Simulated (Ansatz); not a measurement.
# Sc3TlB (Pm-3m): scan of the energy under strain

What does a strain cost in Sc3TlB (Pm-3m)? A script is to give a scan of the energy under strain; the system is Sc3TlB (Pm-3m).

Computed with Ansatz 0.2.0 through its Python package. Level of theory: DFT PBEsol, plane waves, PAW.

### 1 The system

Symmetry: Pm-3m, No. 221, cubic system. Conventional cell: a = 4.520 Å, b = 4.520 Å, c = 4.520 Å, α = 90.00°, β = 90.00°, γ = 90.00°. Sc (site symmetry 4/mmm) has 2 B at 2.26 Å as nearest neighbours. Tl (site symmetry m-3m) has 12 Sc at 3.20 Å as nearest neighbours. B (site symmetry m-3m) is surrounded by 6 Sc at 2.26 Å.

The script holds or builds the structure itself.

### 2 The script

Contents of strain_sc3tlb.py:

```python
'''Energy of Sc3TlB under tetragonal strain, ions carried with the cell.'''

import warnings

import ansatz as az
import numpy as np

vectors0 = np.array([
    [4.52, 0.0, 0.0],
    [0.0, 4.52, 0.0],
    [0.0, 0.0, 4.52],
])
sites = [
    ('Sc', [0.0, 0.5, 0.5]),
    ('Sc', [0.5, 0.0, 0.5]),
    ('Sc', [0.5, 0.5, 0.0]),
    ('Tl', [0.0, 0.0, 0.0]),
    ('B', [0.5, 0.5, 0.5]),
]


def make_crystal(cell):
    crystal = az.Crystal(lattice=az.Lattice.of(cell))
    for symbol, position in sites:
        crystal = crystal.atom(symbol, position)
    return crystal

warnings.simplefilter('ignore', az.DeckWarning)

# clamped ions: the fractional positions stay as typed
values = np.linspace(-0.01, 0.01, 7)
energies = []
for d in values:
    strain = np.diag([d, d, (1 + d) ** -2 - 1])
    cell = vectors0 @ (np.eye(3) + strain)
    calculation = (
        make_crystal(cell).calculation()
        .functional('pbesol')
        .occupations('fermi_dirac', width=0.05)
        .scf(tolerance=1e-09)
        .basis(520)
        .kpoints(8, 8, 8)
    )
    rep = calculation.run(threads=1, backend='cpu').report
    energies.append(rep['free_energy_ev'] / len(sites))
    print(f'd = {d:+.4f}  F = {energies[-1]:.5f} eV/atom')
energies = np.array(energies)

for value, e in zip(values, energies):
    print(f'strain {value:7.3f}   E - Emin = {1000 * (e - energies.min()):9.3f} meV/atom')
np.savetxt('strain.csv', np.column_stack([values, energies]), fmt='%.6f', delimiter=',', header='strain,energy_eV_per_atom')
curvature = 2 * np.polyfit(values, energies, 3)[1]
volume = abs(np.linalg.det(vectors0)) / len(sites)
print(f'd2E/dd2 over the volume: {curvature / volume * 160.21766:.1f} GPa')
```

### 3 The run

Run with:

```
$ python strain_sc3tlb.py
```

**Question.** How much energy does this tetragonal strain cost, and what curvature follows?

As calculated:

| quantity | value |
| --- | --- |
| curvature under the strain | 841.6 GPa |
| runs compared | 7 |
| range of energy | 5.30 meV/atom |
| lowest point, strain | 0.000 |

Against the unstrained cell the energy per atom changes by +5.30 meV at one end of the scan and +4.39 meV at the other, and its second derivative over the volume is 841.6 GPa. The run is spin-unpolarised. The curvature belongs to this strain pattern and to the cell's stress; it equals a single elastic constant only for simple patterns. In a metal a curvature from energy changes of a few meV or less hangs on mesh and smearing, in size and even in sign. Spin-orbit coupling, which matters for elements this heavy, is left out. The ions keep their fractional positions (clamped ions).
